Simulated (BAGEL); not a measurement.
**HF/3-21G (density fitting with qzvpp-jkfit) run of CH5BClN (SMILES NCBCl)**

What is the energy change on altering one bond length of CH5BClN at HF/3-21G (density fitting with qzvpp-jkfit)? 

Program for the calculation: BAGEL 1.2.2.

5 further runs of the same task are left out: 4 that didn't finish, 1 set aside as unsound or not needed.

## Step 1: Starting point

CH5BClN has 9 atoms, charge 0, and is taken as a singlet. SMILES: `NCBCl`. The shape is that of a PBE0-D4/def2-TZVP optimisation. This is one conformer, not always the lowest.

Bond lengths: N1–C2 1.444 Å, C2–B3 1.549 Å, B3–Cl4 1.749 Å, N1–H5 1.011 Å, N1–H6 1.010 Å, C2–H7 1.112 Å, C2–H8 1.100 Å, B3–H9 1.193 Å. Some angles: N1–C2–B3 117.7°, C2–B3–Cl4 121.6°, N1–C2–H7 114.9°, N1–C2–H8 110.4°, B3–C2–H7 102.2°, B3–C2–H8 106.9°, C2–N1–H5 111.5°, C2–N1–H6 112.1°, C2–B3–H9 121.4°, Cl4–B3–H9 116.9°.

## Step 2: A single-point energy at HF/3-21G (density fitting with qzvpp-jkfit)

calc.json

```json
{ "bagel" : [

{
  "title" : "molecule",
  "basis" : "3-21g",
  "df_basis" : "qzvpp-jkfit",
  "angstrom" : true,
  "geometry" : [
    { "atom" : "N", "xyz" : [   -0.982500,    0.902000,    0.103600 ] },
    { "atom" : "C", "xyz" : [    0.104400,    0.053300,    0.532000 ] },
    { "atom" : "B", "xyz" : [    0.577300,   -1.055600,   -0.440200 ] },
    { "atom" : "Cl", "xyz" : [    0.054200,   -1.097200,   -2.108100 ] },
    { "atom" : "H", "xyz" : [   -0.910300,    1.129300,   -0.878900 ] },
    { "atom" : "H", "xyz" : [   -1.020500,    1.764600,    0.627600 ] },
    { "atom" : "H", "xyz" : [    1.053500,    0.586400,    0.761400 ] },
    { "atom" : "H", "xyz" : [   -0.145900,   -0.439400,    1.483000 ] },
    { "atom" : "H", "xyz" : [    1.358200,   -1.889700,   -0.097600 ] }
  ]
},
{ "title" : "hf" },
{ "title" : "print", "file" : "orbitals.molden", "orbitals" : true }

]}
```

On the command line:

```bash
$ BAGEL_NUM_THREADS=1 BAGEL calc.json > calc.out
```

Standard output:

```text
* using 1 threads per process

  ===============================================================
  ===============================================================

  *** Geometry ***

  { "atom" : "N", "xyz" : [     -1.856656,      1.704533,      0.195776 ] },
  { "atom" : "C", "xyz" : [      0.197287,      0.100722,      1.005334 ] },
  { "atom" : "B", "xyz" : [      1.090939,     -1.994795,     -0.831857 ] },
  { "atom" : "Cl", "xyz" : [      0.102423,     -2.073408,     -3.983732 ] },
  { "atom" : "H", "xyz" : [     -1.720218,      2.134068,     -1.660880 ] },
  { "atom" : "H", "xyz" : [     -1.928466,      3.334611,      1.185992 ] },
  { "atom" : "H", "xyz" : [      1.990826,      1.108135,      1.438837 ] },
  { "atom" : "H", "xyz" : [     -0.275711,     -0.830346,      2.802464 ] },
  { "atom" : "H", "xyz" : [      2.566626,     -3.571015,     -0.184437 ] },

  Number of auxiliary basis functions:      445

  Since a DF basis is specified, we compute 2- and 3-index integrals:
    o Being stored without compression. Storage requirement is 0.009 GB

  Number of basis functions:       50
  Number of electrons      :       40

    * METHOD: MOLECULE                             0.12

  *** RHF ***

  === Nuclear Repulsion ===
   141.9765776086

      * DIIS with orbital gradients will be used.

  === RHF iteration (3-21g) ===
      0       -576.45948898          0.02068565           0.02
      1       -576.54027592          0.00838833           0.02
      2       -576.55450418          0.00174214           0.02
      3       -576.55534865          0.00025751           0.02
      4       -576.55538044          0.00009174           0.02
      5       -576.55538612          0.00001954           0.02
      6       -576.55538647          0.00000522           0.02
      7       -576.55538649          0.00000101           0.02
      8       -576.55538649          0.00000037           0.02
      9       -576.55538649          0.00000015           0.02
     10       -576.55538649          0.00000005           0.02
     11       -576.55538649          0.00000002           0.02
     12       -576.55538649          0.00000000           0.02
    * SCF iteration converged.

    * Permanent dipole moment:
           (   -0.654515,    -0.528133,    -0.683926) a.u.

    * METHOD: HF                                   0.39

    * METHOD: PRINT                                0.00

  ===============================================================
```

Wall time 0.68 s (1 thread of Arm Neoverse V2, shared host).

## Step 3: The distorted shape

calc.json

```json
{ "bagel": [

{
  "title": "molecule",
  "basis": "3-21g",
  "df_basis": "qzvpp-jkfit",
  "angstrom": true,
  "geometry": [
    { "atom": "N", "xyz": [      -1.004157,       0.833819,       0.398310 ] },
    { "atom": "C", "xyz": [       0.082743,      -0.014881,       0.826710 ] },
    { "atom": "B", "xyz": [       0.555643,      -1.123781,      -0.145490 ] },
    { "atom": "Cl", "xyz": [       0.032543,      -1.165381,      -1.813390 ] },
    { "atom": "H", "xyz": [      -0.910300,       1.129300,      -0.878900 ] },
    { "atom": "H", "xyz": [      -1.042157,       1.696419,       0.922310 ] },
    { "atom": "H", "xyz": [       1.031843,       0.518219,       1.056110 ] },
    { "atom": "H", "xyz": [      -0.167557,      -0.507581,       1.777710 ] },
    { "atom": "H", "xyz": [       1.336543,      -1.957881,       0.197110 ] }
  ]
},

{
  "title": "hf"
},

{
  "title": "print",
  "file": "orbitals.molden",
  "orbitals": true
}

]}
```

On the command line:

```bash
$ BAGEL_NUM_THREADS=1 BAGEL calc.json > calc.out
```

Standard output:

```text
* using 1 threads per process

  ===============================================================
  ===============================================================

  *** Geometry ***

  { "atom" : "N", "xyz" : [     -1.897582,      1.575690,      0.752697 ] },
  { "atom" : "C", "xyz" : [      0.156362,     -0.028121,      1.562255 ] },
  { "atom" : "B", "xyz" : [      1.050013,     -2.123638,     -0.274936 ] },
  { "atom" : "Cl", "xyz" : [      0.061497,     -2.202251,     -3.426810 ] },
  { "atom" : "H", "xyz" : [     -1.720218,      2.134068,     -1.660880 ] },
  { "atom" : "H", "xyz" : [     -1.969391,      3.205767,      1.742913 ] },
  { "atom" : "H", "xyz" : [      1.949901,      0.979292,      1.995759 ] },
  { "atom" : "H", "xyz" : [     -0.316637,     -0.959189,      3.359385 ] },
  { "atom" : "H", "xyz" : [      2.525700,     -3.699859,      0.372484 ] },

  Number of auxiliary basis functions:      445

  Since a DF basis is specified, we compute 2- and 3-index integrals:
    o Being stored without compression. Storage requirement is 0.009 GB

  Number of basis functions:       50
  Number of electrons      :       40

    * METHOD: MOLECULE                             0.12

  *** RHF ***

  === Nuclear Repulsion ===
   140.9414900121

      * DIIS with orbital gradients will be used.

  === RHF iteration (3-21g) ===
      0       -576.41075852          0.02077340           0.02
      1       -576.49031478          0.00942969           0.02
      2       -576.50798895          0.00198308           0.02
      3       -576.50916017          0.00035205           0.02
      4       -576.50922525          0.00013219           0.02
      5       -576.50923842          0.00002768           0.02
      6       -576.50923912          0.00000825           0.02
      7       -576.50923918          0.00000229           0.02
      8       -576.50923919          0.00000078           0.02
      9       -576.50923919          0.00000030           0.02
     10       -576.50923919          0.00000008           0.02
     11       -576.50923919          0.00000003           0.02
     12       -576.50923919          0.00000001           0.02
    * SCF iteration converged.

    * Permanent dipole moment:
           (   -0.678352,    -0.507909,    -0.710139) a.u.

    * METHOD: HF                                   0.37

    * METHOD: PRINT                                0.00

  ===============================================================
```

Run time: 0.66 s. Hardware: 1 thread of Arm Neoverse V2, shared host.

## Step 4: Outcome

At HF/3-21G (density fitting with qzvpp-jkfit):

```
                                                         quantity          value
                                        first shape: total energy  -576.55539 Eh
                                       first shape: dipole moment         2.76 D
                                         first shape: HOMO energy      -10.34 eV
                                         first shape: LUMO energy        2.58 eV
                                       first shape: HOMO–LUMO gap       12.92 eV
                                    distorted shape: total energy  -576.50924 Eh
                                   distorted shape: dipole moment         2.81 D
                                     distorted shape: HOMO energy      -10.23 eV
                                     distorted shape: LUMO energy        2.58 eV
                                   distorted shape: HOMO–LUMO gap       12.81 eV
energy change with the N1–H5 bond stretched from 1.011 to 1.314 Å       1.256 eV
```

**Reading.** With the N1–H5 bond stretched from 1.011 to 1.314 Å the energy rises by 1.26 eV (29 kcal/mol). The first shape isn't relaxed at this level, so the change isn't measured from a minimum.
